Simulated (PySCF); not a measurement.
# Br2: magnetic properties, part 1 of 2

Wanted: magnetic properties for Br2 (`BrBr`).

Computed with PySCF 2.14.0 and routines of our own; the level stands in each step. Atoms count from 0.

### Step 1. The starting structure

2 atoms, charge 0, multiplicity 1; geometry from: GFN2-xTB.

### Step 2. Geometry optimisation at PBE0-D3(BJ)/def2-SVP

Job settings and geometry (Å):

```
{"job": {"xc": "PBE0", "basis": "def2-SVP", "d3": "d3bj", "grid": 1, "kind": "geom"}, "charge": 0, "multiplicity": 1}
Br     1.142070    -0.003008    -0.002702
Br    -1.139313     0.004276    -0.011446
```

Launch:

```
$ OMP_NUM_THREADS=1 python excited_run.py task.json out
```

The driver reads the jobs from task.json and runs them one after another.

What it wrote:

```text
step   0  E = -5147.07901836  max force = 0.005430
step   1  E = -5147.07907355  max force = 0.002581
step   2  E = -5147.07909976  max force = 0.000033
step   3  E = -5147.07909984  max force = 0.000034
optimisation converged
```

It took 6.1 s on 1 thread of Arm Neoverse N1, shared host; peak memory 0.4 GiB.

The steps of the relaxation:

| step | energy from step 0 (eV) | largest force component (eV/Å) |
| --- | --- | --- |
| 0 | 0.0000 | 0.2792 |
| 1 | -0.0015 | 0.1327 |
| 2 | -0.0022 | 0.0017 |
| 3 | -0.0022 | 0.0017 |

The bond:

```
   bond  before (Å)  after (Å)  change (Å)
Br0–Br1       2.281      2.299      +0.017
```

The end geometry stands in the next job.

```csv
at the end point,value
point group (found at 0.08 Å tolerance),Dinfh
"rotational constants (GHz, main isotopes)","2.424, 2.424"
dipole moment (D),0.00
```

### Step 3. Magnetic properties: GIAO revPBE/aug-pcSseg-2

Job settings and geometry (Å):

```
{"job": {"kind": "mag", "xc": "revPBE", "basis": "aug-pcSseg-2"}, "charge": 0, "multiplicity": 1}
Br     1.140800     0.000458     0.004803
Br    -1.157916     0.016518    -0.014572
```

Method: GIAO revPBE/aug-pcSseg-2 magnetisability, rotational g tensor and spin-rotation constants, non-relativistic, gas phase.

What it wrote:

```text
coarse grid: 14664 points
cycle   1  E = -5147.9161857642  dE = -2.363e+00  |g| = 1.579e+00  |ddm| = 1.660e+00
cycle   2  E = -5147.9127192581  dE =  3.467e-03  |g| = 1.215e+00  |ddm| = 4.789e-01
cycle   3  E = -5147.9652543521  dE = -5.254e-02  |g| = 2.163e-01  |ddm| = 3.467e-01
cycle   4  E = -5147.9678957045  dE = -2.641e-03  |g| = 3.953e-02  |ddm| = 1.130e-01
cycle   5  E = -5147.9682989696  dE = -4.033e-04  |g| = 5.074e-03  |ddm| = 3.344e-02
cycle   6  E = -5147.9683037906  dE = -4.821e-06  |g| = 4.739e-04  |ddm| = 4.844e-03
final grid: 26152 points
cycle   7  E = -5147.9683242068  dE = -3.398e-08  |g| = 6.016e-04  |ddm| = 1.104e-03
cycle   8  E = -5147.9683242055  dE =  1.224e-09  |g| = 7.694e-04  |ddm| = 7.540e-04
cycle   9  E = -5147.9683242426  dE = -3.702e-08  |g| = 4.484e-05  |ddm| = 3.035e-04
cycle  10  E = -5147.9683242430  dE = -4.793e-10  |g| = 1.023e-05  |ddm| = 5.191e-05
converged SCF energy = -5147.9683242430

Magnetisability tensor (1e-30 J/T^2)
    -1090.99        1.67       -2.01
        1.67     -852.16        0.01
       -2.01        0.01     -852.16
isotropic -931.77   principal values   -1091.02   -852.15   -852.15
isotropic susceptibility -56.112 1e-6 cm^3/mol

Inertial axes            a          b          c
rot. const./GHz           -     2.4235     2.4235
chi total           -65.703    -51.317    -51.317
chi diamagnetic     -65.703   -453.958   -453.958
chi paramagnetic      0.000    402.640    402.640
quadrupole/D A        4.646     -2.323     -2.323
g nuclear                 -     0.4467     0.4467
g electronic              -    -0.4584    -0.4584
g total                   -    -0.0117    -0.0117

Spin-rotation constants (kHz, H = +C I.J)
atom  isotope        aa         bb         cc
  0   79Br            -      7.798      7.798
  1   79Br            -      7.798      7.798
```

It took 17 s on 1 thread of Arm Neoverse N1, shared host; peak memory 0.54 GiB.

In short:

```csv
quantity,value
magnetisability,-932·10⁻³⁰ J/T²
molar susceptibility,-56.1·10⁻⁶ cm³/mol
"rotational g (a, b, c)","–, -0.0117, -0.0117"
```

### Step 4. Magnetic properties: GIAO PW91/aug-pcSseg-2

Job settings and geometry (Å):

```
{"job": {"kind": "mag", "xc": "PW91", "basis": "aug-pcSseg-2"}, "charge": 0, "multiplicity": 1}
Br     1.140800     0.000458     0.004803
Br    -1.157916     0.016518    -0.014572
```

With the program's defaults for keys left out, this is: GIAO PW91/aug-pcSseg-2 magnetisability, rotational g tensor and spin-rotation constants, non-relativistic, gas phase.

What it wrote:

```text
coarse grid: 14664 points
cycle   1  E = -5148.6546049062  dE = -2.352e+00  |g| = 1.574e+00  |ddm| = 1.637e+00
cycle   2  E = -5148.6509951983  dE =  3.610e-03  |g| = 1.215e+00  |ddm| = 4.659e-01
cycle   3  E = -5148.7028691023  dE = -5.187e-02  |g| = 2.189e-01  |ddm| = 3.426e-01
cycle   4  E = -5148.7055818886  dE = -2.713e-03  |g| = 4.038e-02  |ddm| = 1.163e-01
cycle   5  E = -5148.7060000231  dE = -4.181e-04  |g| = 5.491e-03  |ddm| = 3.446e-02
cycle   6  E = -5148.7060058939  dE = -5.871e-06  |g| = 4.955e-04  |ddm| = 5.178e-03
final grid: 26152 points
cycle   7  E = -5148.7060187410  dE = -3.526e-08  |g| = 5.745e-04  |ddm| = 9.968e-04
cycle   8  E = -5148.7060187416  dE = -5.475e-10  |g| = 7.398e-04  |ddm| = 7.678e-04
cycle   9  E = -5148.7060187779  dE = -3.631e-08  |g| = 4.574e-05  |ddm| = 3.024e-04
cycle  10  E = -5148.7060187785  dE = -5.593e-10  |g| = 5.987e-06  |ddm| = 5.540e-05
converged SCF energy = -5148.7060187785

Magnetisability tensor (1e-30 J/T^2)
    -1091.25        1.69       -2.04
        1.69     -848.70        0.01
       -2.04        0.01     -848.71
isotropic -929.55   principal values   -1091.28   -848.69   -848.69
isotropic susceptibility -55.979 1e-6 cm^3/mol

Inertial axes            a          b          c
rot. const./GHz           -     2.4235     2.4235
chi total           -65.718    -51.109    -51.109
chi diamagnetic     -65.718   -453.945   -453.945
chi paramagnetic      0.000    402.836    402.836
quadrupole/D A        4.678     -2.339     -2.339
g nuclear                 -     0.4467     0.4467
g electronic              -    -0.4587    -0.4587
g total                   -    -0.0119    -0.0119

Spin-rotation constants (kHz, H = +C I.J)
atom  isotope        aa         bb         cc
  0   79Br            -      7.992      7.992
  1   79Br            -      7.992      7.992
```

It took 17 s on 1 thread of Arm Neoverse N1, shared host; peak memory 0.57 GiB.

Key values:

| quantity | value |
| --- | --- |
| magnetisability | -930·10⁻³⁰ J/T² |
| molar susceptibility | -56.0·10⁻⁶ cm³/mol |
| rotational g (a, b, c) | –, -0.0119, -0.0119 |

### Step 5. Magnetic properties: GIAO B3LYP/aug-pcSseg-2

Job settings and geometry (Å):

```
{"job": {"kind": "mag", "xc": "B3LYP", "basis": "aug-pcSseg-2"}, "charge": 0, "multiplicity": 1}
Br     1.140800     0.000458     0.004803
Br    -1.157916     0.016518    -0.014572
```

With the program's defaults for keys left out, this is: GIAO B3LYP/aug-pcSseg-2 magnetisability, rotational g tensor and spin-rotation constants, non-relativistic, gas phase.

What it wrote:

```text
coarse grid: 14664 points
cycle   1  E = -5148.4176010093  dE = -2.383e+00  |g| = 1.418e+00  |ddm| = 1.618e+00
cycle   2  E = -5148.4216438462  dE = -4.043e-03  |g| = 1.005e+00  |ddm| = 4.110e-01
cycle   3  E = -5148.4591002647  dE = -3.746e-02  |g| = 1.688e-01  |ddm| = 2.885e-01
cycle   4  E = -5148.4607904354  dE = -1.690e-03  |g| = 2.179e-02  |ddm| = 7.839e-02
cycle   5  E = -5148.4609089645  dE = -1.185e-04  |g| = 2.416e-03  |ddm| = 1.788e-02
cycle   6  E = -5148.4609098932  dE = -9.287e-07  |g| = 2.641e-04  |ddm| = 2.184e-03
final grid: 26152 points
cycle   7  E = -5148.4609343243  dE = -1.676e-08  |g| = 2.941e-04  |ddm| = 6.974e-04
cycle   8  E = -5148.4609343257  dE = -1.322e-09  |g| = 3.294e-04  |ddm| = 3.060e-04
cycle   9  E = -5148.4609343314  dE = -5.740e-09  |g| = 1.601e-05  |ddm| = 1.136e-04
cycle  10  E = -5148.4609343314  dE = -3.456e-11  |g| = 2.439e-06  |ddm| = 1.832e-05
converged SCF energy = -5148.4609343314

Magnetisability tensor (1e-30 J/T^2)
    -1093.19        1.63       -1.97
        1.63     -859.52        0.01
       -1.97        0.01     -859.52
isotropic -937.41   principal values   -1093.22   -859.50   -859.50
isotropic susceptibility -56.452 1e-6 cm^3/mol

Inertial axes            a          b          c
rot. const./GHz           -     2.4235     2.4235
chi total           -65.835    -51.761    -51.761
chi diamagnetic     -65.835   -454.130   -454.130
chi paramagnetic      0.000    402.370    402.370
quadrupole/D A        4.601     -2.300     -2.300
g nuclear                 -     0.4467     0.4467
g electronic              -    -0.4581    -0.4581
g total                   -    -0.0114    -0.0114

Spin-rotation constants (kHz, H = +C I.J)
atom  isotope        aa         bb         cc
  0   79Br            -      7.753      7.753
  1   79Br            -      7.753      7.753
```

Run time: 14 s. Hardware: 1 thread of Arm Neoverse N1, shared host; peak memory 0.75 GiB.

Key values:

| quantity | value |
| --- | --- |
| magnetisability | -937·10⁻³⁰ J/T² |
| molar susceptibility | -56.5·10⁻⁶ cm³/mol |
| rotational g (a, b, c) | –, -0.0114, -0.0114 |

### Step 6. Magnetic properties: GIAO X3LYP/aug-pcSseg-2

Job settings and geometry (Å):

```
{"job": {"kind": "mag", "xc": "X3LYP", "basis": "aug-pcSseg-2"}, "charge": 0, "multiplicity": 1}
Br     1.140800     0.000458     0.004803
Br    -1.157916     0.016518    -0.014572
```

Method: GIAO X3LYP/aug-pcSseg-2 magnetisability, rotational g tensor and spin-rotation constants, non-relativistic, gas phase.

What it wrote:

```text
coarse grid: 14664 points
cycle   1  E = -5148.2024663409  dE = -2.386e+00  |g| = 1.407e+00  |ddm| = 1.614e+00
cycle   2  E = -5148.2070317153  dE = -4.565e-03  |g| = 9.914e-01  |ddm| = 4.099e-01
cycle   3  E = -5148.2437671227  dE = -3.674e-02  |g| = 1.646e-01  |ddm| = 2.853e-01
cycle   4  E = -5148.2453810253  dE = -1.614e-03  |g| = 2.064e-02  |ddm| = 7.537e-02
cycle   5  E = -5148.2454873252  dE = -1.063e-04  |g| = 2.247e-03  |ddm| = 1.689e-02
cycle   6  E = -5148.2454881157  dE = -7.906e-07  |g| = 2.585e-04  |ddm| = 2.029e-03
final grid: 26152 points
cycle   7  E = -5148.2455108652  dE = -1.615e-08  |g| = 2.812e-04  |ddm| = 6.145e-04
cycle   8  E = -5148.2455108665  dE = -1.346e-09  |g| = 3.115e-04  |ddm| = 2.909e-04
cycle   9  E = -5148.2455108716  dE = -5.093e-09  |g| = 1.513e-05  |ddm| = 1.063e-04
cycle  10  E = -5148.2455108717  dE = -5.457e-11  |g| = 2.230e-06  |ddm| = 1.712e-05
converged SCF energy = -5148.2455108717

Magnetisability tensor (1e-30 J/T^2)
    -1094.38        1.63       -1.97
        1.63     -860.58        0.01
       -1.97        0.01     -860.59
isotropic -938.52   principal values   -1094.41   -860.57   -860.57
isotropic susceptibility -56.519 1e-6 cm^3/mol

Inertial axes            a          b          c
rot. const./GHz           -     2.4235     2.4235
chi total           -65.907    -51.825    -51.825
chi diamagnetic     -65.907   -454.201   -454.201
chi paramagnetic      0.000    402.376    402.376
quadrupole/D A        4.602     -2.301     -2.301
g nuclear                 -     0.4467     0.4467
g electronic              -    -0.4581    -0.4581
g total                   -    -0.0114    -0.0114

Spin-rotation constants (kHz, H = +C I.J)
atom  isotope        aa         bb         cc
  0   79Br            -      7.699      7.699
  1   79Br            -      7.699      7.699
```

Run time: 14 s. Hardware: 1 thread of Arm Neoverse N1, shared host; peak memory 0.75 GiB.

From this job:

| quantity | value |
| --- | --- |
| magnetisability | -939·10⁻³⁰ J/T² |
| molar susceptibility | -56.5·10⁻⁶ cm³/mol |
| rotational g (a, b, c) | –, -0.0114, -0.0114 |

### Step 7. Magnetic properties: GIAO PBE0/aug-pcSseg-2

Job settings and geometry (Å):

```
{"job": {"kind": "mag", "xc": "PBE0", "basis": "aug-pcSseg-2"}, "charge": 0, "multiplicity": 1}
Br     1.140800     0.000458     0.004803
Br    -1.157916     0.016518    -0.014572
```

With the program's defaults for keys left out, this is: GIAO PBE0/aug-pcSseg-2 magnetisability, rotational g tensor and spin-rotation constants, non-relativistic, gas phase.

What it wrote:

```text
coarse grid: 14664 points
cycle   1  E = -5147.7585515502  dE = -2.401e+00  |g| = 1.359e+00  |ddm| = 1.621e+00
cycle   2  E = -5147.7654098372  dE = -6.858e-03  |g| = 9.234e-01  |ddm| = 3.896e-01
cycle   3  E = -5147.7971212938  dE = -3.171e-02  |g| = 1.515e-01  |ddm| = 2.617e-01
cycle   4  E = -5147.7983984521  dE = -1.277e-03  |g| = 1.566e-02  |ddm| = 6.090e-02
cycle   5  E = -5147.7984584140  dE = -5.996e-05  |g| = 1.746e-03  |ddm| = 1.241e-02
cycle   6  E = -5147.7984588641  dE = -4.501e-07  |g| = 2.017e-04  |ddm| = 1.462e-03
final grid: 26152 points
cycle   7  E = -5147.7984752451  dE = -1.402e-08  |g| = 2.365e-04  |ddm| = 5.120e-04
cycle   8  E = -5147.7984752458  dE = -6.839e-10  |g| = 2.490e-04  |ddm| = 2.005e-04
cycle   9  E = -5147.7984752487  dE = -2.912e-09  |g| = 9.593e-06  |ddm| = 7.515e-05
cycle  10  E = -5147.7984752487  dE = -3.183e-11  |g| = 1.948e-06  |ddm| = 9.937e-06
converged SCF energy = -5147.7984752487

Magnetisability tensor (1e-30 J/T^2)
    -1087.99        1.52       -1.83
        1.52     -870.85        0.01
       -1.83        0.01     -870.86
isotropic -943.23   principal values   -1088.02   -870.84   -870.84
isotropic susceptibility -56.803 1e-6 cm^3/mol

Inertial axes            a          b          c
rot. const./GHz           -     2.4235     2.4235
chi total           -65.522    -52.443    -52.443
chi diamagnetic     -65.522   -453.682   -453.682
chi paramagnetic      0.000    401.239    401.239
quadrupole/D A        4.753     -2.377     -2.377
g nuclear                 -     0.4467     0.4467
g electronic              -    -0.4568    -0.4568
g total                   -    -0.0101    -0.0101

Spin-rotation constants (kHz, H = +C I.J)
atom  isotope        aa         bb         cc
  0   79Br            -      7.225      7.225
  1   79Br            -      7.225      7.225
```

Wall time 14 s (1 thread of Arm Neoverse N1, shared host); peak memory 0.75 GiB.

In short:

```csv
quantity,value
magnetisability,-943·10⁻³⁰ J/T²
molar susceptibility,-56.8·10⁻⁶ cm³/mol
"rotational g (a, b, c)","–, -0.0101, -0.0101"
```

### Step 8. Magnetic properties: GIAO mPW1PW91/aug-pcSseg-2

Job settings and geometry (Å):

```
{"job": {"kind": "mag", "xc": "mPW1PW91", "basis": "aug-pcSseg-2"}, "charge": 0, "multiplicity": 1}
Br     1.140800     0.000458     0.004803
Br    -1.157916     0.016518    -0.014572
```

Method: GIAO mPW1PW91/aug-pcSseg-2 magnetisability, rotational g tensor and spin-rotation constants, non-relativistic, gas phase.

What it wrote:

```text
coarse grid: 14664 points
cycle   1  E = -5148.7373308727  dE = -2.394e+00  |g| = 1.340e+00  |ddm| = 1.617e+00
cycle   2  E = -5148.7440592716  dE = -6.728e-03  |g| = 9.058e-01  |ddm| = 3.788e-01
cycle   3  E = -5148.7743434435  dE = -3.028e-02  |g| = 1.518e-01  |ddm| = 2.561e-01
cycle   4  E = -5148.7756162981  dE = -1.273e-03  |g| = 1.528e-02  |ddm| = 6.065e-02
cycle   5  E = -5148.7756730185  dE = -5.672e-05  |g| = 1.783e-03  |ddm| = 1.208e-02
cycle   6  E = -5148.7756734973  dE = -4.787e-07  |g| = 2.018e-04  |ddm| = 1.500e-03
final grid: 26152 points
cycle   7  E = -5148.7756812439  dE = -1.403e-08  |g| = 2.012e-04  |ddm| = 4.054e-04
cycle   8  E = -5148.7756812445  dE = -6.285e-10  |g| = 2.140e-04  |ddm| = 1.840e-04
cycle   9  E = -5148.7756812467  dE = -2.190e-09  |g| = 9.237e-06  |ddm| = 6.512e-05
cycle  10  E = -5148.7756812467  dE =  2.728e-12  |g| = 1.638e-06  |ddm| = 9.711e-06
converged SCF energy = -5148.7756812467

Magnetisability tensor (1e-30 J/T^2)
    -1085.63        1.51       -1.82
        1.51     -869.32        0.01
       -1.82        0.01     -869.33
isotropic -941.43   principal values   -1085.66   -869.31   -869.31
isotropic susceptibility -56.694 1e-6 cm^3/mol

Inertial axes            a          b          c
rot. const./GHz           -     2.4235     2.4235
chi total           -65.380    -52.351    -52.351
chi diamagnetic     -65.380   -453.561   -453.561
chi paramagnetic      0.000    401.210    401.210
quadrupole/D A        4.730     -2.365     -2.365
g nuclear                 -     0.4467     0.4467
g electronic              -    -0.4568    -0.4568
g total                   -    -0.0101    -0.0101

Spin-rotation constants (kHz, H = +C I.J)
atom  isotope        aa         bb         cc
  0   79Br            -      7.333      7.333
  1   79Br            -      7.333      7.333
```

Wall time 14 s (1 thread of Arm Neoverse N1, shared host); peak memory 0.75 GiB.

Key values:

```csv
quantity,value
magnetisability,-941·10⁻³⁰ J/T²
molar susceptibility,-56.7·10⁻⁶ cm³/mol
"rotational g (a, b, c)","–, -0.0101, -0.0101"
```

### Step 9. Magnetic properties: GIAO B97-2/aug-pcSseg-2

Job settings and geometry (Å):

```
{"job": {"kind": "mag", "xc": "B97-2", "basis": "aug-pcSseg-2"}, "charge": 0, "multiplicity": 1}
Br     1.140800     0.000458     0.004803
Br    -1.157916     0.016518    -0.014572
```

With the program's defaults for keys left out, this is: GIAO B97-2/aug-pcSseg-2 magnetisability, rotational g tensor and spin-rotation constants, non-relativistic, gas phase.

What it wrote:

```text
coarse grid: 14664 points
cycle   1  E = -5149.7284294576  dE = -2.395e+00  |g| = 1.196e+00  |ddm| = 1.607e+00
cycle   2  E = -5149.7338666083  dE = -5.437e-03  |g| = 7.404e-01  |ddm| = 3.096e-01
cycle   3  E = -5149.7533489213  dE = -1.948e-02  |g| = 1.622e-01  |ddm| = 2.187e-01
cycle   4  E = -5149.7547950461  dE = -1.446e-03  |g| = 1.478e-02  |ddm| = 6.400e-02
cycle   5  E = -5149.7548482970  dE = -5.325e-05  |g| = 1.941e-03  |ddm| = 1.199e-02
cycle   6  E = -5149.7548488959  dE = -5.989e-07  |g| = 1.988e-04  |ddm| = 1.591e-03
final grid: 26152 points
cycle   7  E = -5149.7548702265  dE = -1.435e-08  |g| = 2.020e-04  |ddm| = 4.888e-04
cycle   8  E = -5149.7548702271  dE = -6.239e-10  |g| = 2.194e-04  |ddm| = 1.923e-04
cycle   9  E = -5149.7548702295  dE = -2.354e-09  |g| = 1.003e-05  |ddm| = 6.964e-05
cycle  10  E = -5149.7548702295  dE = -9.095e-12  |g| = 1.802e-06  |ddm| = 1.077e-05
converged SCF energy = -5149.7548702295

Magnetisability tensor (1e-30 J/T^2)
    -1082.39        1.54       -1.86
        1.54     -862.32        0.01
       -1.86        0.01     -862.32
isotropic -935.68   principal values   -1082.41   -862.31   -862.31
isotropic susceptibility -56.348 1e-6 cm^3/mol

Inertial axes            a          b          c
rot. const./GHz           -     2.4235     2.4235
chi total           -65.185    -51.929    -51.929
chi diamagnetic     -65.185   -453.396   -453.396
chi paramagnetic      0.000    401.467    401.467
quadrupole/D A        4.696     -2.348     -2.348
g nuclear                 -     0.4467     0.4467
g electronic              -    -0.4571    -0.4571
g total                   -    -0.0104    -0.0104

Spin-rotation constants (kHz, H = +C I.J)
atom  isotope        aa         bb         cc
  0   79Br            -      7.510      7.510
  1   79Br            -      7.510      7.510
```

It took 14 s on 1 thread of Arm Neoverse N1, shared host; peak memory 0.75 GiB.

In short:

```csv
quantity,value
magnetisability,-936·10⁻³⁰ J/T²
molar susceptibility,-56.3·10⁻⁶ cm³/mol
"rotational g (a, b, c)","–, -0.0104, -0.0104"
```

### Step 10. Magnetic properties: GIAO BHandHLYP/aug-pcSseg-2

Job settings and geometry (Å):

```
{"job": {"kind": "mag", "xc": "BHandHLYP", "basis": "aug-pcSseg-2"}, "charge": 0, "multiplicity": 1}
Br     1.140800     0.000458     0.004803
Br    -1.157916     0.016518    -0.014572
```

Method: GIAO BHandHLYP/aug-pcSseg-2 magnetisability, rotational g tensor and spin-rotation constants, non-relativistic, gas phase.

What it wrote:

```text
coarse grid: 14664 points
cycle   1  E = -5148.3323393360  dE = -2.431e+00  |g| = 1.171e+00  |ddm| = 1.597e+00
cycle   2  E = -5148.3447735506  dE = -1.243e-02  |g| = 7.198e-01  |ddm| = 3.434e-01
cycle   3  E = -5148.3653884262  dE = -2.061e-02  |g| = 1.042e-01  |ddm| = 2.072e-01
cycle   4  E = -5148.3659670683  dE = -5.786e-04  |g| = 4.968e-03  |ddm| = 3.281e-02
cycle   5  E = -5148.3659725094  dE = -5.441e-06  |g| = 1.528e-03  |ddm| = 4.890e-03
final grid: 26152 points
cycle   6  E = -5148.3659891760  dE = -3.348e-07  |g| = 1.143e-03  |ddm| = 1.855e-03
cycle   7  E = -5148.3659892874  dE = -1.114e-07  |g| = 9.161e-04  |ddm| = 1.451e-03
cycle   8  E = -5148.3659894868  dE = -1.994e-07  |g| = 7.067e-05  |ddm| = 6.482e-04
cycle   9  E = -5148.3659894871  dE = -2.856e-10  |g| = 1.024e-05  |ddm| = 2.218e-05
converged SCF energy = -5148.3659894871

Magnetisability tensor (1e-30 J/T^2)
    -1091.98        1.48       -1.78
        1.48     -880.56        0.01
       -1.78        0.01     -880.57
isotropic -951.04   principal values   -1092.01   -880.55   -880.55
isotropic susceptibility -57.273 1e-6 cm^3/mol

Inertial axes            a          b          c
rot. const./GHz           -     2.4235     2.4235
chi total           -65.762    -53.028    -53.028
chi diamagnetic     -65.762   -454.015   -454.015
chi paramagnetic      0.000    400.987    400.987
quadrupole/D A        4.649     -2.325     -2.325
g nuclear                 -     0.4467     0.4467
g electronic              -    -0.4566    -0.4566
g total                   -    -0.0098    -0.0098

Spin-rotation constants (kHz, H = +C I.J)
atom  isotope        aa         bb         cc
  0   79Br            -      6.988      6.988
  1   79Br            -      6.988      6.988
```

Run time: 14 s. Hardware: 1 thread of Arm Neoverse N1, shared host; peak memory 0.73 GiB.

In short:

```
              quantity                value
       magnetisability      -951·10⁻³⁰ J/T²
  molar susceptibility   -57.3·10⁻⁶ cm³/mol
rotational g (a, b, c)  –, -0.0098, -0.0098
```

(Continued in part 2 of 2.)
